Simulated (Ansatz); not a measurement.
**C2H8SSi: up Jacob's ladder to CCSD(T)**

How much do the methods differ for C2H8SSi? The plan is to run it at one geometry with functionals of several rungs and with coupled cluster, and see how far each lands from CCSD(T) at the basis-set limit for the atomisation energy.

Program: Ansatz 0.2.0, Gaussian basis. Level of theory: functionals in def2-TZVPP, the program's frozen cores in correlated methods. These are calculated values, not measurements.

The runs, in order: LDA (SPW92), PBE-D4, revPBE-D4, BLYP-D4, r2SCAN-D4, B97M-V, PBE0-D4, B3LYP-D4, r2SCANh-D4, r2SCAN0-D4, HSE06-D4, BHLYP-D4, CAM-B3LYP-D4, LC-ωPBE, ωB97X-V, ωB97M-V, B2PLYP, PBE-QIDH; CCSD(T)/def2-SVP; CCSD(T)/def2-TZVPP; CCSD(T)/def2-QZVPP; extrapolation to the limit; RPA on PBE.

### Step 1. The geometry

The geometry comes from an earlier relaxation with PBE0-D4 in a triple-zeta def2 set; it is a stationary point, not always the lowest conformer.

SMILES `CCS[SiH3]`, 12 atoms, charge 0, spin multiplicity 1.

Atoms are counted from 1 here; the program's logs count them from 0.

Bond lengths: C1–C2 1.515 Å, C1–H5 1.092 Å, C1–H6 1.093 Å, C1–H7 1.092 Å, C2–S3 1.827 Å, C2–H8 1.092 Å, C2–H9 1.092 Å, S3–Si4 2.123 Å, Si4–H10 1.483 Å, Si4–H11 1.488 Å, Si4–H12 1.488 Å. Angles: C2–C1–H5 111.1°, C2–C1–H6 110.1°, C2–C1–H7 111.1°, H5–C1–H6 108.2°, H5–C1–H7 108.1°, H6–C1–H7 108.2°, C1–C2–S3 109.6°, C1–C2–H8 110.7°, C1–C2–H9 110.7°, S3–C2–H8 108.7°, S3–C2–H9 108.7°, H8–C2–H9 108.3°, C2–S3–Si4 99.3°, S3–Si4–H10 106.5°, S3–Si4–H11 111.2°, S3–Si4–H12 111.2°, H10–Si4–H11 110.0°, H10–Si4–H12 110.0° and more.

Coordinates:

```mol
C2H8SSi
  3D, bonds by distance, orders not assigned

 12 11  0  0  0  0  0  0  0  0999 V2000
   -0.2548    1.9734    0.6878 C   0  0
   -0.2396    0.4715    0.4906 C   0  0
    0.6166    0.0668   -1.0723 S   0  0
    0.4524   -2.0492   -1.0152 Si  0  0
    0.7600    2.3730    0.7386 H   0  0
   -0.7677    2.2248    1.6194 H   0  0
   -0.7747    2.4716   -0.1329 H   0  0
   -1.2570    0.0772    0.4446 H   0  0
    0.2820   -0.0214    1.3139 H   0  0
    1.1084   -2.5560   -2.2451 H   0  0
    1.1240   -2.6099    0.1888 H   0  0
   -0.9727   -2.4770   -0.9843 H   0  0
  1  2  8  0
  2  3  8  0
  3  4  8  0
  1  5  8  0
  1  6  8  0
  1  7  8  0
  2  8  8  0
  2  9  8  0
  4 10  8  0
  4 11  8  0
  4 12  8  0
M  END
```

### Step 2. LDA

This LDA is Slater exchange with PW92 correlation.

in.yaml reads:

```yaml
crystal:
  periodic: [false, false, false]
  atoms:
    - {symbol: C, position_ang: [-0.254772, 1.973428, 0.687789]}
    - {symbol: C, position_ang: [-0.239589, 0.471506, 0.490628]}
    - {symbol: S, position_ang: [0.616632, 0.066815, -1.072300]}
    - {symbol: Si, position_ang: [0.452376, -2.049204, -1.015178]}
    - {symbol: H, position_ang: [0.760003, 2.373048, 0.738621]}
    - {symbol: H, position_ang: [-0.767682, 2.224802, 1.619443]}
    - {symbol: H, position_ang: [-0.774738, 2.471639, -0.132874]}
    - {symbol: H, position_ang: [-1.257000, 0.077196, 0.444626]}
    - {symbol: H, position_ang: [0.281994, -0.021376, 1.313862]}
    - {symbol: H, position_ang: [1.108418, -2.555968, -2.245107]}
    - {symbol: H, position_ang: [1.123952, -2.609888, 0.188794]}
    - {symbol: H, position_ang: [-0.972693, -2.476997, -0.984306]}
basis:
  gaussian: {orbitals: def2-TZVPP}
hamiltonian: {xc: lda}
output: {orbitals: {seedname: orbitals}}
```

On the command line:

```console
$ ansatz run in.yaml --threads 2 --pin off --events-out ev --progress --plain --max-ram 32768MiB --backend cpu
```

Further steps of the session: PBE-D4 (GGA); revPBE-D4 (GGA); BLYP-D4 (GGA); r2SCAN-D4 (meta-GGA); B97M-V (meta-GGA); B3LYP-D4 (hybrid); r2SCANh-D4 (hybrid); r2SCAN0-D4 (hybrid); HSE06-D4 (hybrid); BHLYP-D4 (hybrid); CAM-B3LYP-D4 (range-separated); LC-ωPBE (range-separated); ωB97X-V (range-separated); ωB97M-V (range-separated); B2PLYP (double hybrid); PBE-QIDH (double hybrid); CCSD(T) in def2-SVP; CCSD(T) in def2-TZVPP; CCSD(T) in def2-QZVPP; RPA on PBE orbitals.

Before running them: what should the planned runs give, taken together? Wanted: atomisation energy, CCSD(T)/CBS; farthest beyond LDA; mean size of error, GGA; mean size of error, meta-GGA; mean size of error, hybrid; mean size of error, range-separated; mean size of error, double hybrid; gap, smallest and largest; T1 diagnostic.

As calculated:

```
                               quantity                                                                                       value
        atomisation energy, CCSD(T)/CBS                                                                               4158.5 kJ/mol
 functionals within 20.8 kJ/mol (0.5 %)  r2SCAN-D4, B97M-V, PBE0-D4, B3LYP-D4, r2SCANh-D4, HSE06-D4, CAM-B3LYP-D4, ωB97X-V, ωB97M-V
                    farthest beyond LDA                                                                     BHLYP-D4 (-75.7 kJ/mol)
                mean size of error, GGA                                                                                 36.6 kJ/mol
           mean size of error, meta-GGA                                                                                 11.1 kJ/mol
             mean size of error, hybrid                                                                                 20.1 kJ/mol
    mean size of error, range-separated                                                                                 18.5 kJ/mol
      mean size of error, double hybrid                                                                                 39.6 kJ/mol
              gap, smallest and largest                                                   4.89 eV (LDA (SPW92)), 11.96 eV (LC-ωPBE)
                          T1 diagnostic                                                                                      0.0102
triples share of the correlation energy                                                                                       3.9 %
```

**Reading.** The LDA atomisation energy is off by 503.6 kJ/mol (12 %): it overbinds. PBE-D4 misses by +27.9 kJ/mol. Double hybrids carry the basis error of their MP2 part in triple zeta, and no dispersion term here, so their miss is partly the set-up's. The rungs meta-GGA, range-separated, hybrid miss on average by less than the doubt on the reference (20.8 kJ/mol), so they tie. The reference freezes the cores and leaves out relativity and excitations past (T), so misses under about 20.8 kJ/mol can't be ranked. Hartree-Fock recovers 75 % of the binding; the rest is correlation. CCSD(T) in def2-SVP is off by -225.2 kJ/mol, more than most functionals: a good method in a small basis is no reference. Orbital gaps span 4.9 to 12.0 eV; exact exchange widens them.
